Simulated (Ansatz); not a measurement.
Ga3Se:

```xyz
4
Lattice="4.4325 0.0000 0.0000 0.0000 4.4325 0.0000 0.0000 0.0000 4.4325" Properties=species:S:1:pos:R:3 pbc="T T T"
Se    0.0000    0.0000    0.0000
Ga    2.2162    2.2162    0.0000
Ga    2.2162    0.0000    2.2162
Ga    0.0000    2.2162    2.2162
```

The cell comes from a database or a generator and needn't be the stable form of this composition.

- Program: Ansatz 0.2.0
- Task: relaxation of cell and atoms
- Functional: PBEsol
- Potentials or basis: Ansatz PAW
- Cutoff: 420 eV (not typed: the program's choice for these potentials)
- k mesh: 6 × 6 × 6
- Occupations: fermi-dirac, width 0.05 eV
- Spin: no spin polarisation

At the start: volume 21.77 Å³/atom.

Q: How do energy, volume and symmetry change on relaxing?

A: It ends after 3 steps and the volume is 19.95 Å³/atom (-8.4 %); space group Pm-3m (No. 221, to 0.05 Å).

Step by step:
| step | energy change (eV) | largest force (eV/Å) | volume (Å³) |
| --- | --- | --- | --- |
| 1 | 0.0000 | 0.0000 | 87.08 |
| 2 | -0.0913 | 0.0000 | 79.80 |
| 3 | -0.0899 | 0.0000 | 79.80 |

Final structure:
```yaml
crystal:
  lattice:
    - [4.30520, 0.00000, 0.00000]
    - [0.00000, 4.30520, 0.00000]
    - [0.00000, 0.00000, 4.30520]
  atoms:
    - { symbol: Se, position: [0.00000, 0.00000, 0.00000] }
    - { symbol: Ga, position: [0.50000, 0.50000, 0.00000] }
    - { symbol: Ga, position: [0.50000, 0.00000, 0.50000] }
    - { symbol: Ga, position: [0.00000, 0.50000, 0.50000] }
```

Caveat: the plane-wave basis is chosen anew once the cell has moved, so the energies of steps on either side of that aren't comparable; the PAW data sets come from PBE, with cores solved anew for the run's functional, which leaves a small shift of forces and pressure.
